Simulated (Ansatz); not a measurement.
Geometry optimisation, DFT PBE-D3(BJ), scalar-relativistic, plane waves, PAW (Ansatz).

Input:

```yaml
accuracy: low
crystal:
  lattice:
    - [5.9, 0.0, 0.0]
    - [-4.425, 7.664325, 0.0]
    - [0.0, 0.0, 4.6846]
  atoms:
    - { symbol: Ti, position: [0.0, 0.0, 0.0] }
    - { symbol: Ti, position: [0.1666667, 0.2222222, 0.5] }
    - { symbol: Ti, position: [0.0, 0.3333333, 0.0] }
    - { symbol: Ti, position: [0.1666667, 0.5555556, 0.5] }
    - { symbol: Ti, position: [0.0, 0.6666667, 0.0] }
    - { symbol: Ti, position: [0.1666667, 0.8888889, 0.5] }
    - { symbol: Ti, position: [0.5, 0.0, 0.0] }
    - { symbol: Ti, position: [0.6666667, 0.2222222, 0.5] }
    - { symbol: Ti, position: [0.5, 0.3333333, 0.0] }
    - { symbol: Ti, position: [0.6666667, 0.5555556, 0.5] }
    - { symbol: Ti, position: [0.5, 0.6666667, 0.0] }
    - { symbol: Ti, position: [0.6666667, 0.8888889, 0.5] }
    - { symbol: H, position: [0.8440102, 0.1085869, 0.2469641] }
basis:
  ecutwfc: 420.0
kpoints:
  mp_grid: { grid: [3, 2, 4] }
hamiltonian:
  xc: pbe
  dispersion: d3bj
scf:
  occupations: { method: fermi_dirac, width: 0.15 }
  lower_state_search: "off"
relax:
  f_tol: 0.08
  max_steps: 25
  adjacent_minimum: "off"
```

Run as:

```bash
$ ansatz run input.yaml --threads 2 --pin off --max-ram 5120MiB --backend cpu --events-out ev --progress --plain --runs-dir out
```

Problem. Where does it end, and by what steps?

Solution. The run converged. The threshold is loose, so the end isn't yet a minimum. The force dipped under the threshold on the way, but the program's further checks kept it going. Limits of this set-up: coarse k mesh, odd electron count without spin, low accuracy level. After 3 steps the energy has fallen by 0.046 eV; H13 moved furthest, 0.06 Å.

| step | energy less start (eV) | largest force component (eV/Å) | accepted |
| --- | --- | --- | --- |
| 0 | 0.0000 | 0.356 | yes |
| 1 | -0.0164 | 0.329 | yes |
| 2 | -0.0464 | 0.031 | yes |
| 3 | -0.0464 | 0.031 | yes |

```xyz
13
Lattice="5.9000 0.0000 0.0000 -4.4250 7.6643 0.0000 0.0000 0.0000 4.6846" Properties=species:S:1:pos:R:3
Ti 0.034 -0.019 -0.005
Ti 0.035 1.720 2.349
Ti -1.471 2.585 0.001
Ti -1.467 4.267 2.345
Ti -2.941 5.113 -0.013
Ti -2.943 6.797 2.339
Ti 2.924 -0.020 -0.011
Ti 2.920 1.722 2.349
Ti 1.482 2.568 0.002
Ti 1.477 4.253 2.353
Ti 0.001 5.096 -0.006
Ti 0.006 6.780 2.339
H 4.442 0.847 1.170
```

Whether the end is a true minimum wasn't checked by a vibrational analysis.

Run time: 12 s on 2 threads of AMD EPYC 9R45 96-Core Processor (Zen 5), on a shared host, peak memory 0.69 GiB.
